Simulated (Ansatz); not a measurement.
I need a charge-density difference against the sublattices of ZrRh3, space group Pm-3m. Use Ansatz's Python interface. Use (first run): PBEsol, PAW, cutoff 460 eV, 6×6×6 k-points, Fermi-Dirac smearing of 0.1 eV.

```yaml
crystal:
  lattice:
    - [3.92700, 0.00000, 0.00000]
    - [0.00000, 3.92700, 0.00000]
    - [0.00000, 0.00000, 3.92700]
  atoms:
    - { symbol: Zr, position: [0.00000, 0.00000, 0.00000] }
    - { symbol: Rh, position: [0.00000, 0.50000, 0.50000] }
    - { symbol: Rh, position: [0.50000, 0.00000, 0.50000] }
    - { symbol: Rh, position: [0.50000, 0.50000, 0.00000] }
```

Script `drho_zrrh3.py`:
```python
import ansatz as az
import numpy as np

FUNCTIONAL = "pbesol"
OCCUPATIONS = "fermi_dirac"
ECUT = 460
KGRID = (6, 6, 6)

vectors0 = np.array([
    [3.927, 0.0, 0.0],
    [0.0, 3.927, 0.0],
    [0.0, 0.0, 3.927],
])
sites = [
    ("Zr", (0.0, 0.0, 0.0)),
    ("Rh", (0.0, 0.5, 0.5)),
    ("Rh", (0.5, 0.0, 0.5)),
    ("Rh", (0.5, 0.5, 0.0)),
]


def build(cell):
    crystal = az.Crystal(lattice=az.Lattice.of(cell))
    for symbol, position in sites:
        crystal = crystal.atom(symbol, position)
    return crystal

def solve(crystal):
    return (
        crystal.calculation()
        .functional(FUNCTIONAL)
        .occupations(OCCUPATIONS)
        .basis(ECUT, grid_basis="typed")
        .kpoints(*KGRID)
        .density()
        .run(threads=1)
    )


whole = solve(build(vectors0))
difference = whole.density().channels[0].density_e_per_ang3.copy()
binding = whole.report["free_energy_ev"]
for element in ["Zr", "Rh"]:
    part = az.Crystal(lattice=az.Lattice.of(vectors0))
    for symbol, position in sites:
        if symbol == element:
            part = part.atom(symbol, position)
    alone = solve(part)
    difference -= alone.density().channels[0].density_e_per_ang3
    binding -= alone.report["free_energy_ev"]
    print(f"{element} sublattice: {alone.report['n_electrons']:g} electrons, {alone.report['n_iterations']} iterations")

voxel = abs(np.linalg.det(vectors0)) / difference.size
print(f"energy of the crystal less its unpolarised sublattices: {binding / len(sites):.4f} eV/atom")
print(f"net charge of the difference {difference.sum() * voxel:.5f} e, charge rearranged {0.5 * np.abs(difference).sum() * voxel:.3f} e")
print(f"extremes {difference.min():.4f} and {difference.max():.4f} e/A^3")
for (symbol, position) in sites:
    index = tuple(int(round(p * n)) % n for p, n in zip(position, difference.shape))
    print(f"  change of the pseudo-density at the grid point nearest {symbol}: {difference[index]:+.4f} e/A^3")
profile = difference.mean(axis=(0, 1))
print("planar mean along the third vector:", np.round(profile[:: max(len(profile) // 12, 1)], 4))
```

```console
$ python drho_zrrh3.py
Zr sublattice: 12 electrons, 6 iterations
Rh sublattice: 51 electrons, 6 iterations
energy of the crystal less its unpolarised sublattices: -2.5270 eV/atom
net charge of the difference 0.00000 e, charge rearranged 0.722 e
extremes -0.1779 and 0.2688 e/A^3
  change of the pseudo-density at the grid point nearest Zr: -0.0444 e/A^3
  change of the pseudo-density at the grid point nearest Rh: -0.0458 e/A^3
  change of the pseudo-density at the grid point nearest Rh: -0.0458 e/A^3
  change of the pseudo-density at the grid point nearest Rh: -0.0458 e/A^3
planar mean along the third vector: [-0.0131 -0.0046  0.0074  0.0112  0.0128  0.0033 -0.0147 -0.0088 -0.0088
 -0.0147  0.0033  0.0128  0.0112  0.0074 -0.0046]
```

Caveats:
- For a metal this k-point mesh is coarse: on a finer one energies can move by several to tens of meV an atom and pressures by half a GPa or more, differences at one mesh by less.
- Densities and potentials on the grid are those of the valence electrons, and inside the cores they hang on the potentials used.
- The starting cell is as deposited in a crystallographic database; the results hold for this polymorph, which needn't be the stable one.
- Charge moved counts every rearrangement, bonding and polarisation too, and is no transfer between atoms; the bare sublattices are artificial references. Values near the nuclei depend on the potentials.
- Wall time of the script: 5.2 s on 1 thread of Arm Neoverse V1, with other jobs on the host, peak memory 0.41 GiB.
